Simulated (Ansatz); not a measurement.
# C2H9NSSi: the cost of one run

Program: Ansatz 0.2.0. Level of theory: RKS PBE0-D4/STO-3G. These are calculated values, not measurements.

### Step 1. The starting structure

Bond lengths: C1–S2 1.750 Å, S2–Si3 2.126 Å, Si3–C4 1.803 Å, Si3–N5 1.731 Å, C1–H6 1.069 Å, C1–H7 1.101 Å, C1–H8 1.149 Å, Si3–H9 1.408 Å, C4–H10 1.082 Å, C4–H11 1.085 Å, C4–H12 1.151 Å, N5–H13 1.013 Å, N5–H14 1.000 Å. Angles (14 of 22 angles, heavy atoms first): C1–S2–Si3 101.7°, S2–Si3–C4 111.1°, S2–Si3–N5 102.4°, C4–Si3–N5 109.1°, S2–C1–H6 115.5°, S2–C1–H7 111.9°, S2–C1–H8 107.9°, S2–Si3–H9 109.9°, C4–Si3–H9 115.9°, N5–Si3–H9 107.5°, Si3–C4–H10 115.0°, Si3–C4–H11 117.0°, Si3–C4–H12 109.0°, Si3–N5–H13 105.1°.

Structure file:

```xyz
14

C    -1.5937    1.6511    0.0507
S     0.1522    1.5745    0.1459
Si    0.5331   -0.4130   -0.5069
C     0.0392   -1.6126    0.7449
N     2.2569   -0.4302   -0.6606
H    -2.1203    0.9902    0.7061
H    -1.9553    1.5237   -0.9819
H    -1.9154    2.7175    0.3317
H    -0.0082   -0.6078   -1.7924
H     0.2223   -2.6473    0.4852
H     0.3916   -1.4423    1.7572
H    -1.1039   -1.5706    0.8751
H     2.6037   -0.0367    0.2065
H     2.4850    0.2744   -1.3328
```

### Step 2. Preparing the start

Input file input.yaml:

```yaml
crystal:
  periodic: [false, false, false]
  atoms:
    - { symbol: C, position_ang: [-1.5937, 1.6511, 0.0507] }
    - { symbol: S, position_ang: [0.1522, 1.5745, 0.1459] }
    - { symbol: Si, position_ang: [0.5331, -0.413, -0.5069] }
    - { symbol: C, position_ang: [0.0392, -1.6126, 0.7449] }
    - { symbol: "N", position_ang: [2.2569, -0.4302, -0.6606] }
    - { symbol: H, position_ang: [-2.1203, 0.9902, 0.7061] }
    - { symbol: H, position_ang: [-1.9553, 1.5237, -0.9819] }
    - { symbol: H, position_ang: [-1.9154, 2.7175, 0.3317] }
    - { symbol: H, position_ang: [-0.0082, -0.6078, -1.7924] }
    - { symbol: H, position_ang: [0.2223, -2.6473, 0.4852] }
    - { symbol: H, position_ang: [0.3916, -1.4423, 1.7572] }
    - { symbol: H, position_ang: [-1.1039, -1.5706, 0.8751] }
    - { symbol: H, position_ang: [2.6037, -0.0367, 0.2065] }
    - { symbol: H, position_ang: [2.485, 0.2744, -1.3328] }
basis:
  gaussian: { orbitals: STO-3G }
hamiltonian:
  xc: pbe0
  dispersion: d4
relax:
  f_tol: 0.02
  max_steps: 40
output:
  orbitals: {}
```

Command:

```sh
$ ansatz run input.yaml --threads 1 --pin off --max-ram 2048MiB --backend cpu --events-out ev --progress --plain --runs-dir out
```

**Question.** How long does this run take on 1 thread of Intel Xeon Platinum 8488C (Sapphire Rapids), shared host, and how much memory does it need?

About 27 s, with a peak of 0.17 GiB.
